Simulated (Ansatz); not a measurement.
Debugging a rigid scan of one bond length of CH2GeN, SMILES N#[C][GeH2] (Ansatz's Python interface).

Script `scan_ch2gen.py`:
```python
'''Stretching a bond of CH2GeN, the rest held rigid.'''

import ansatz as az
import numpy as np

params = {
    'basis': 'def2-SVP',
    'functional': 'cam_b3lyp',
}


def main() -> None:
    geometry_ang = [
        ('N', [1.6046, -1.0568, 1.3403]),
        ('C', [0.8482, -0.5437, 0.5395]),
        ('Ge', [-0.3337, 0.2319, -0.7634]),
        ('H', [-1.6155, -0.4435, -0.678]),
        ('H', [-0.4536, 1.7385, -0.4798]),
    ]
    molecule = az.Crystal.molecule()
    for symbol, xyz in geometry_ang:
        molecule = molecule.atom(symbol, xyz)

    symbols = [site.symbol for site in molecule.cartesian_sites]
    start = np.array([site.position_ang for site in molecule.cartesian_sites])
    axis = (start[1] - start[2]) / np.linalg.norm(start[1] - start[2])
    moving = [0, 1]
    lengths, energies = [1.692, 1.769, 1.846, 1.922, 1.999, 2.076, 2.153, 2.269], []
    for length in lengths:
        xyz = start.copy()
        xyz[moving] += (length - np.linalg.norm(start[1] - start[2])) * axis
        point = az.Crystal.molecule()
        for symbol, place in zip(symbols, xyz):
            point = point.atom(symbol, place.tolist())
        base = point
        base = base.basis(gaussian=params['basis'])
        base = base.functional(params['functional'])
        base = base.spin('collinear', total=1)
        data = base.run().report
        energies.append(data['free_energy_ev'])
        print(f'r = {length:6.3f} A  E = {energies[-1]:.5f} eV  <S^2> = {abs(data["mean_field"]["state"]["spin_squared"]):.3f}')

    # quartic fit about the minimum
    fit = np.polynomial.Polynomial.fit(lengths, np.array(energies) - min(energies), 4).convert()
    roots = [r.real for r in fit.deriv().roots() if abs(r.imag) < 1e-9 and fit.deriv(2)(r.real) > 0]
    r_e = min(roots, key=lambda r: abs(r - lengths[int(np.argmin(energies))]))
    print(f'minimum of the fit at {r_e:.4f} A, force constant {fit.deriv(2)(r_e):.2f} eV/A^2')


if __name__ == '__main__':
    main()
```

Output of `python scan_ch2gen.py`:
```text
Traceback (most recent call last):
  File "scan_ch2gen.py", line 51, in <module>
    main()
    ~~~~^^
  File "scan_ch2gen.py", line 36, in main
    base = base.basis(gaussian=params['basis'])
           ^^^^^^^^^^
AttributeError: 'Crystal' object has no attribute 'basis'
```

Why does it end like this?

The fault: settings are called on the crystal, without .calculation(). Mended:

```diff
--- before
+++ after
@@ -34,3 +34,3 @@
             point = point.atom(symbol, place.tolist())
-        base = point
+        base = point.calculation()
         base = base.basis(gaussian=params['basis'])
```

The mended script runs so:

```console
$ python scan_ch2gen.py
r =  1.692 A  E = -59067.80748 eV  <S^2> = 0.765
r =  1.769 A  E = -59068.20127 eV  <S^2> = 0.761
r =  1.846 A  E = -59068.39293 eV  <S^2> = 0.758
r =  1.922 A  E = -59068.43930 eV  <S^2> = 0.756
r =  1.999 A  E = -59068.38302 eV  <S^2> = 0.754
r =  2.076 A  E = -59068.25373 eV  <S^2> = 0.753
r =  2.153 A  E = -59068.07446 eV  <S^2> = 0.753
r =  2.269 A  E = -59067.74638 eV  <S^2> = 0.752
minimum of the fit at 1.9139 A, force constant 18.30 eV/A^2
```

Total energies depend on the basis set; only differences at equal settings carry meaning. The rest of the molecule is held rigid at a force-field or estimated start geometry, and the basis set is modest; single-reference methods fail as a bond breaks. The species is open-shell (spin multiplicity 2). It ran for 14 s on 1 thread of AMD EPYC 9R45 96-Core Processor (Zen 5), with other jobs on the host, peak memory 0.26 GiB.

(Lines on the test bed's own set-up are left out of the output.)
